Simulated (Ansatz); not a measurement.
# GaGe3 in Ansatz: the effect of functional

The system is GaGe3.

```
CELL_PARAMETERS angstrom
0.00000 3.38717 3.38717
3.38717 0.00000 3.38717
3.38717 3.38717 0.00000
ATOMIC_POSITIONS crystal
Ge 0.50000 0.50000 0.50000
Ge 0.75000 0.75000 0.75000
Ge 0.25000 0.25000 0.25000
Ga 0.00000 0.00000 0.00000
```

The cell comes from a database or a generator and needn't be the stable form of this composition.

Alike in all runs:

- Program: Ansatz 0.2.0
- Task: projected density of states
- Potentials or basis: Ansatz PAW
- k mesh: 4 × 4 × 4
- Occupations: fermi-dirac, width 0.05 eV
- Spin: no spin polarisation

| functional | cutoff | pressure (GPa) |
| --- | --- | --- |
| LDA | 420 eV (not typed: the program's choice for these potentials) | ? |
| PBE | 420 eV (not typed: the program's choice for these potentials) | 0.3 |
| PBEsol | 420 eV (not typed: the program's choice for these potentials) | -3.1 |
| RPBE | 420 eV (not typed: the program's choice for these potentials) | 2.0 |
| revPBE | 420 eV (not typed: the program's choice for these potentials) | 1.6 |
| BLYP | 420 eV (not typed: the program's choice for these potentials) | 6.1 |
| r2SCAN | 500 eV (not typed: the program's choice for these potentials) | -1.5 |
| HSE06 | 420 eV (not typed: the program's choice for these potentials) | -1.2 |
| PBE0 | 420 eV (not typed: the program's choice for these potentials) | -1.4 |
| r2SCAN0 | 500 eV (not typed: the program's choice for these potentials) | -2.4 |

Q: What does the run with functional LDA give?

A: Pressure -4.8 GPa.

Caveats: all runs use coarse meshes; the PAW data sets come from PBE, with cores solved anew for the run's functional, which leaves a small shift of forces and pressure (some runs); the thresholds are loose for stress (some runs).
